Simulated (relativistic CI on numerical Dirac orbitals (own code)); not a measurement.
# Tm IV (Tm³⁺): levels and lines

Aim: the low levels of Tm³⁺, their labels and the strongest lines. Configurations built on the next ion are tied to the tabulated ionisation energy.

Method: Dirac-Coulomb-Breit CI, KLI orbitals optimised for each configuration, model QED (radiative potential, 1s self-energy scaled to tabulated hydrogen-like ionisation energies), valence Slater integrals scaled by 0.85, P86 correlation estimate, and configurations built on the next ion tied to the tabulated ionisation energy (semi-empirical). Code: relativistic CI on numerical Dirac orbitals (own code) version 3.

**1. The atom as given**

* ion: Tm³⁺ (Tm IV)
* nuclear charge: 69
* electrons: 66
* isotope: A = 169
* first configuration typed: [Xe] 4f12

Outer shells as boxes (Hund's rule):

first configuration typed
```
[Xe] core
4f [↑↓][↑↓][↑↓][↑↓][↑↓][↑ ][↑ ]
```

**2. CI with the chosen configurations**

Input settings:

```ini
atom Tm  Z=69  charge=3  electrons=66
nucleus A=169  rms_radius_fm=5.2256
hamiltonian dirac-coulomb  breit=on  qed=on  c_scale=1
orbitals kli  potential=per-configuration
slater_scale 0.85
correlation anchor
mixing on
configurations
  [Xe] 4f12
  [Xe] 4f11 5d
  [Xe] 4f11 6s
  [Xe] 4f11 6p
  [Xe] 4f11 6d
  [Xe] 4f11 7s
  [Xe] 4f11 5f
  [Xe] 4f11 6f
  [Kr] 4d10 4f12 5s2 5p5 5d
  [Kr] 4d10 4f14 5s2 5p4
  [Kr] 4d10 4f13 5s2 5p5
  [Kr] 4d10 4f12 5s2 5p5 5f
  [Xe] 4f10 5d 6s
  [Xe] 4f11 7p
  [Kr] 4d10 4f12 5s2 5p5 5g
  [Kr] 4d10 4f12 5s2 5p5 6s
  [Xe] 4f11 5g
  [Xe] 4f11 7d
  [Xe] 4f10 6s2
  [Kr] 4d10 4f13 5s2 5p4 6s
  [Kr] 4d10 4f12 5s2 5p5 6p
  [Kr] 4d10 4f13 5s2 5p4 5d
  [Kr] 4d10 4f13 5s2 5p4 6p
  [Kr] 4d10 4f12 5s2 5p5 6d
end
```

Started as:

```
> python run_levels.py task.json out
```

task.json lists these runs, among others, and the program works through them in turn.

**Question.** What will these runs give? Wanted: lowest level; first excitation; lowest level of the other parity; fastest E1 line; mean error of paired levels.

**Answer**, as computed:

| quantity | value |
| --- | --- |
| lowest level | 4f12 5p6 3H6 |
| first excitation | 4f12 5p6 [4f7/2^6] J=4, 5764.7 cm⁻¹ |
| lowest level of the other parity | 4f11 5p6 5d 5G°6, 74389 cm⁻¹ |
| levels in the model | 9547 |
| fastest E1 line (by rate) to the lowest level among the lowest 300 of 9547 levels | 82.79 nm, from 4f11 5p6 5d 3I°7 (viii) |
| mean error of paired levels | 463 cm⁻¹ over 7 |

In words: 4f12 5p6 3H6 comes out lowest; its LS label holds 98 % and its jj label 91 %; over the low levels the means are 77 and 78 %, so they are in intermediate coupling. Only configurations built on the next ion are tied to the tabulated ionisation energy; the others can be misplaced by 10,000 cm⁻¹ or more. Lifetimes count radiative decay inside the model alone.
